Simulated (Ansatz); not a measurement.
# CsLiCr2Te2S3 (Cm) in Ansatz: band structure with PBE

Aim: the band structure of CsLiCr2Te2S3 with PBE.

All numbers are computed with Ansatz 0.2.0; they aren't measurements. Logs are shortened: lines on timing, memory, paths and dates and some standing lists are left out, and cuts for length are marked.

## Step 1: The crystal as given

It takes space group Cm (No. 8, monoclinic). Conventional cell: a = 6.843 Å, b = 10.361 Å, c = 7.978 Å, α = 90.00°, β = 111.21°, γ = 90.00°. Around Cs (site symmetry m) lie 5 S at 3.58 to 3.92 Å and 1 Li at 4.01 Å. Around Li (site symmetry m) lie 3 S at 2.42 to 2.56 Å. Cr (site symmetry 1) has 3 S at 2.20 to 2.25 Å and 1 Te at 2.51 Å as nearest neighbours. Around Te (site symmetry 1) lie 1 Cr at 2.51 Å. S (site symmetry 1) is surrounded by 2 Cr at 2.24 to 2.25 Å and 1 Li at 2.56 Å. S (site symmetry m) is surrounded by 2 Cr at 2.20 Å and 1 Li at 2.42 Å.

The cell was built by a generator and needn't be a form met in nature.

## Step 2: Band structure, PBE, collinear spin, ferromagnetic start

The input, input.yaml:

```yaml
crystal:
  lattice:
    - [3.42162, -5.18069, 0.00784]
    - [3.42162, 5.18069, 0.00784]
    - [-2.90411, 0.0, 7.43093]
  atoms:
    - { symbol: Cs, position: [0.09374, 0.09374, 0.00853] }
    - { symbol: Li, position: [0.58875, 0.58875, 0.55336] }
    - { symbol: Cr, position: [0.05646, 0.46755, 0.5579], spin: 3.0 }
    - { symbol: Cr, position: [0.46755, 0.05646, 0.5579], spin: 3.0 }
    - { symbol: Te, position: [0.56486, 0.87357, 0.29035] }
    - { symbol: Te, position: [0.87357, 0.56486, 0.29035] }
    - { symbol: S, position: [0.81151, 0.39697, 0.73347] }
    - { symbol: S, position: [0.39697, 0.81151, 0.73347] }
    - { symbol: S, position: [0.21404, 0.21404, 0.48371] }
hamiltonian:
  xc: pbe
  pseudopotentials: { kind: paw }
magnetization:
  spin_polarized: true
kpoints:
  mp_grid: { grid: [5, 5, 4] }
  band_path:
    path:
      - [[0.0, 0.0, 0.0], [-0.3590512451, -0.3590512451, 0.0920144226], [-0.4106706465, -0.4106706465, 0.4246263637], [-0.3074318437, -0.3074318437, 0.7594024814], [0.0, 0.0, 0.5], [-0.5, 0.5, 0.5], [-0.5893293535, 0.4106706465, 0.5753736363]]
      - [[-0.6925681563, 0.3074318437, 0.2405975186], [-0.6409487549, 0.3590512451, -0.0920144226], [-0.5, 0.5, 0.0], [0.0, 0.0, 0.0], [-0.5, 0.0, 0.0]]
      - [[-0.5, 0.0, 0.5], [0.0, 0.0, 0.0]]
    npoints: 10
scf:
  occupations: { method: fermi_dirac, width: 0.05 }
  n_extra_bands: 22
output:
  forces: true
  stress: true
  eigenvalues: true
  fatbands: false
```

Potentials or basis: Ansatz PAW.

Started as:

```console
$ ansatz run input.yaml --threads 8 --pin off --max-ram 20480MiB --backend cpu --events-out ev --progress --plain --runs-dir out
```

Standard output:

```text
Warning: RAYON_NUM_THREADS=8 ignored (pool sized by the plan → 8); use --threads N
scf.n_extra_bands = 22 over 45 filled bands (N_el = 90.0): the run solves 67 bands
Engine: ansatz 0.2.0, aarch64-unknown-linux-gnu
Pseudopotentials: kind: paw
Pseudopotential: Cs, paw, valence charge 9, recommended cutoff 420 eV (normal), Cs.paw.azcp
Pseudopotential: Li, paw, valence charge 3, recommended cutoff 420 eV (normal), Li.paw.azcp
Pseudopotential: Cr, paw, valence charge 14, recommended cutoff 420 eV (normal), Cr.paw.azcp
Pseudopotential: Te, paw, valence charge 16, recommended cutoff 420 eV (normal), Te.paw.azcp
Pseudopotential: S, paw, valence charge 6, recommended cutoff 420 eV (normal), S.paw.azcp
Functional definition: PBE
  parameter kappa = 0.804
  parameter beta = 0.06672455060314922
  exchange = pbe_x(kappa = kappa, mu = beta*pi^2/3)
  correlation = pbe_c(beta = beta)
Crystal: 9 atoms, lattice volume = 263.682 Å³
Basis set: ecut = 420 eV, 5177 PW (Γ), exchange–correlation on 90×90×108 points (8 copies of the dense FFT grid, shifted against one another)
Bands: 67, of which v1, the nominal top of the filled ones, is band 45 counted from 1 (44 counted from 0)
Symmetry: 2 space group operations
Space group: Cm (ITA 8), of the structure as read, at distance tolerance 6.4e-5 Å
Magnetic group: BNS 8.32 (UNI 39), of the structure as read, at distance tolerance 6.4e-5 Å
k-points: 33 of 100 (time reversal used)
Non-local potential: Cs, projectors of the file, l = 0: 3, l = 1: 2, l = 2: 2, l = 3: 2
Non-local potential: Li, projectors of the file, l = 0: 3, l = 1: 2, l = 2: 1
Non-local potential: Cr, projectors of the file, l = 0: 3, l = 1: 2, l = 2: 3, l = 3: 1
Non-local potential: Te, projectors of the file, l = 0: 2, l = 1: 2, l = 2: 2, l = 3: 2
Non-local potential: S, projectors of the file, l = 0: 2, l = 1: 2, l = 2: 2
PAW form: soft (Blöchl's): semilocal exchange-correlation on the pseudo side does not see the compensation charge
PAW one-centre angular grid: Cs, 194 points (default); XC on 64 Gauss nodes
PAW one-centre angular grid: Li, 110 points (default); XC on 64 Gauss nodes
PAW one-centre angular grid: Cr, 590 points (default); XC on 64 Gauss nodes
[... 37 lines left out ...]
Internal energy: -29302.367784 eV  (E = F + TS)
E sigma→0 (E₀):  -29302.381321 eV
Entropy (-TS):   -0.027075 eV (-3.008 meV/atom)
Fermi energy:    5.700910 eV
--- Per-component energies (eV) ---
  E_band       = -1414.829641
  E_kinetic    = 1528.160678
  E_local      = -10174.679030  (includes V_loc(G=0)·N_el)
  E_nonlocal   = -374.839830
  E_hartree    = 4931.011544
  E_xc         = -1001.180380
  E_vxc        = -962.621637  (∫ρ·V_xc dr)
  E_paw        = -18607.521095  (= ΣΔE_a)
  E_vpaw       = -1292.866854  (= ΣTr[D̂ρ^β])
  E_aug_tail   = 0.000354  (compensation charges beyond the density's cutoff)
  E_ewald      = -5603.320025
  E_smearing   = -0.027075  (= −TS)
  E_closure    = -0.000000  (closes the sum)
  Σ components = -29302.394859   (vs F -29302.394859, Δ=0.00e0)
--- Forces (eV/Å), atoms counted from 1 ---
  atom   1  Cs     0.00159192     0.00000000     0.00193433
  atom   2  Li    -0.00083848     0.00000000     0.00135457
  atom   3  Cr    -0.00107473    -0.00758859     0.00472316
  atom   4  Cr    -0.00107473     0.00758859     0.00472316
  atom   5  Te     0.00440832     0.01429456    -0.00654086
  atom   6  Te     0.00440832    -0.01429456    -0.00654086
  atom   7  S     -0.00566285     0.00194617    -0.00004936
  atom   8  S     -0.00566285    -0.00194617    -0.00004936
  atom   9  S      0.00392420     0.00000000     0.00045715
  max |Σ_I F_I| component: 1.91e-5 eV/Å
--- Stress (GPa, compression-positive) ---
        0.008018      -0.000000      -0.009000
       -0.000000      -0.044525       0.000000
       -0.009001       0.000000       0.022246
  P = ⅓ Tr σ = -0.0048 GPa (-0.048 kbar)
--- Band table (eV; the first three rows and the last of 66) ---
  k-point 0 ↑: bands = ["-67.1921", "-67.1913", "-40.3121", "-38.6121", "-38.6076", "-38.5871", "-38.5785", "-38.4847", "-38.4834", "-30.6978", "-30.6755", "-30.6723", "-30.6673", "-30.6669", "-30.6570", "-30.6118", "-30.6098", "-30.6056", "-30.6048", "-16.0454", "-7.4951", "-6.7975", "-6.6762", "-5.2841", "-4.0493", "-2.8941", "-2.8676", "-2.8665", "0.5209", "1.2291", "1.4042", "1.5961", "1.9108", "2.1698", "2.2966", "2.3905", "2.4452", "3.2371", "3.3019", "3.4979", "3.7071", "3.9698", "4.5599", "4.6187", "4.9329", "5.3084", "5.3348", "5.4926", "5.9408", "6.4671", "6.7877", "7.3776", "7.7235", "8.6888", "9.7782", "10.1644", "10.5367", "10.8204", "11.0455", "11.2666", "11.9458", "12.2098", "12.4584", "12.7578", "13.2373", "13.2765", "13.3981"]
  k-point 1 ↑: bands = ["-67.1921", "-67.1913", "-40.3121", "-38.6121", "-38.6076", "-38.5871", "-38.5785", "-38.4847", "-38.4834", "-30.6978", "-30.6755", "-30.6723", "-30.6673", "-30.6669", "-30.6570", "-30.6118", "-30.6098", "-30.6056", "-30.6048", "-16.0453", "-7.4978", "-6.7929", "-6.6764", "-5.2913", "-4.0507", "-2.8949", "-2.8662", "-2.8602", "0.5284", "1.2486", "1.4988", "1.5962", "1.9126", "2.1702", "2.2757", "2.3786", "2.4499", "3.1581", "3.2705", "3.5289", "3.6339", "3.9791", "4.5434", "4.6232", "4.9337", "5.3115", "5.3442", "5.5355", "5.8873", "6.4220", "6.5643", "7.3723", "7.7119", "9.1129", "9.6684", "10.3176", "10.4337", "10.9273", "11.4495", "11.4824", "11.7970", "12.1817", "12.5303", "12.7683", "12.8888", "13.1070", "13.5752"]
  k-point 2 ↑: bands = ["-67.1921", "-67.1913", "-40.3121", "-38.6121", "-38.6076", "-38.5871", "-38.5785", "-38.4847", "-38.4834", "-30.6978", "-30.6755", "-30.6723", "-30.6673", "-30.6669", "-30.6570", "-30.6118", "-30.6098", "-30.6056", "-30.6048", "-16.0453", "-7.5004", "-6.7884", "-6.6765", "-5.2985", "-4.0521", "-2.8950", "-2.8648", "-2.8546", "0.5359", "1.2638", "1.5966", "1.6250", "1.9007", "2.1759", "2.2594", "2.2994", "2.5141", "3.0740", "3.2412", "3.5520", "3.5596", "3.9862", "4.5271", "4.6247", "4.9329", "5.3126", "5.3529", "5.5781", "5.8460", "6.3663", "6.3899", "7.3667", "7.6997", "9.3868", "10.0323", "10.3194", "10.5927", "10.6077", "11.4837", "11.5030", "11.9721", "12.2295", "12.5925", "12.7428", "12.9099", "13.0206", "13.5449"]
  k-point 32 ↓: bands = ["-64.8466", "-64.8457", "-40.3103", "-36.3008", "-36.2982", "-36.2664", "-36.2633", "-36.2153", "-36.2021", "-30.7406", "-30.7170", "-30.7126", "-30.7080", "-30.7073", "-30.6965", "-30.6423", "-30.6418", "-30.6387", "-30.6379", "-16.0450", "-7.2714", "-7.0419", "-6.7450", "-5.2340", "-4.7161", "-2.9142", "-2.8731", "-2.8310", "1.1064", "1.4066", "1.6870", "1.9458", "2.2356", "2.4379", "2.5794", "2.7821", "2.8954", "3.1829", "3.2774", "3.6465", "4.3080", "5.0768", "5.5056", "6.5108", "6.6728", "6.8605", "6.8967", "7.2504", "7.3871", "7.6518", "7.7805", "7.8047", "8.3811", "10.0681", "10.1198", "10.4996", "10.9372", "11.0374", "11.1269", "11.4411", "11.6490", "11.9650", "12.2467", "12.6419", "12.8466", "12.9691", "12.9996"]
```

bands.tsv:

```text
[... 137 lines left out ...]
```

It took 63 s on 8 threads of Arm Neoverse V1, shared host; peak memory 2.4 GiB.

Results:

```yaml
Free_energy: -29302.3949 eV
Pressure: 0.0 GPa
Largest_force: 0.016 eV/Å
Band_gap_on_the_k_mesh: none (metal or under the smearing width)
Net_moment: 4.01 μB per cell
Absolute_moment: 5.76 μB per cell
Site_moments: Cs -0.00; Li +0.00; Cr +2.02; Te -0.13; S -0.06, -0.05 μB
```

Forces in eV/Å, atoms in the order of the input:
```
Cs   0.002  0.000  0.002
Li  -0.001  0.000  0.001
Cr  -0.001 -0.008  0.005
Cr  -0.001  0.008  0.005
Te   0.004  0.014 -0.007
Te   0.004 -0.014 -0.007
S   -0.006  0.002  0.000
S   -0.006 -0.002  0.000
S    0.004  0.000  0.000
```

Levels at the corners of the path, in eV from the Fermi level:
Spin up:
| point | band 44 | band 45 | band 46 | band 47 | band 48 | band 49 | band 50 | band 51 |
| --- | --- | --- | --- | --- | --- | --- | --- | --- |
| Γ | -1.08 | -0.77 | -0.39 | -0.37 | -0.21 | 0.24 | 0.77 | 1.09 |
| Y | -0.93 | -0.50 | -0.41 | -0.02 | 0.28 | 0.74 | 0.83 | 0.98 |
| F | -0.94 | -0.40 | -0.37 | 0.04 | 0.19 | 0.63 | 0.66 | 0.80 |
| H | -0.94 | -0.62 | -0.39 | -0.05 | 0.17 | 0.77 | 0.83 | 0.95 |
| Z | -1.08 | -0.77 | -0.39 | -0.35 | -0.12 | 0.15 | 0.67 | 0.69 |
| I | -0.65 | -0.49 | -0.44 | 0.06 | 0.24 | 0.61 | 0.71 | 0.73 |
| F1 | -0.94 | -0.40 | -0.37 | 0.04 | 0.19 | 0.63 | 0.66 | 0.80 |
| H1 | -0.94 | -0.62 | -0.39 | -0.05 | 0.17 | 0.77 | 0.83 | 0.95 |
| Y1 | -0.93 | -0.50 | -0.41 | -0.02 | 0.28 | 0.74 | 0.83 | 0.98 |
| X | -0.71 | -0.61 | -0.45 | -0.03 | 0.49 | 0.60 | 0.89 | 1.00 |
| Γ | -1.08 | -0.77 | -0.39 | -0.37 | -0.21 | 0.24 | 0.77 | 1.09 |
| N | -1.00 | -0.80 | -0.25 | -0.02 | 0.29 | 0.50 | 0.82 | 0.91 |
| M | -0.99 | -0.94 | -0.27 | -0.14 | 0.21 | 0.55 | 0.88 | 0.96 |
| Γ | -1.08 | -0.77 | -0.39 | -0.37 | -0.21 | 0.24 | 0.77 | 1.09 |
Spin down:
```
point  band 39  band 40  band 41  band 42  band 43  band 44  band 45  band 46  band 47  band 48
    Γ    -2.18    -1.95    -1.72    -0.70    -0.57     0.69     0.88     1.07     1.11     1.52
    Y    -1.87    -1.84    -1.41    -1.06    -0.20     0.78     0.94     1.27     1.29     1.49
    F    -2.17    -2.03    -1.37    -0.87    -0.17     0.87     0.96     1.25     1.31     1.44
    H    -2.00    -1.79    -1.37    -1.26    -0.30     0.79     0.95     1.17     1.24     1.58
    Z    -2.36    -2.17    -1.70    -0.67    -0.62     0.71     0.83     1.13     1.21     1.43
    I    -2.42    -2.05    -1.32    -0.73    -0.14     0.91     0.95     1.16     1.26     1.47
   F1    -2.17    -2.03    -1.37    -0.87    -0.17     0.87     0.96     1.25     1.31     1.44
   H1    -2.00    -1.79    -1.37    -1.26    -0.30     0.79     0.95     1.17     1.24     1.58
   Y1    -1.87    -1.84    -1.41    -1.06    -0.20     0.78     0.94     1.27     1.29     1.49
    X    -2.17    -1.81    -1.40    -0.75    -0.20     0.85     0.96     1.19     1.38     1.39
    Γ    -2.18    -1.95    -1.72    -0.70    -0.57     0.69     0.88     1.07     1.11     1.52
    N    -2.20    -1.70    -1.43    -1.04    -0.20     0.68     0.82     1.10     1.35     1.49
    M    -2.30    -1.77    -1.46    -1.05    -0.32     0.69     0.80     1.15     1.33     1.53
    Γ    -2.18    -1.95    -1.72    -0.70    -0.57     0.69     0.88     1.07     1.11     1.52
```

Caveat: spin-orbit coupling is left out, which moves the levels of the heavy elements; only a ferromagnetic start was run, and an antiferromagnetic order may lie lower in energy. With open d or f shells a metallic result of PBE can be an artefact of self-interaction; +U or a hybrid may open a gap.
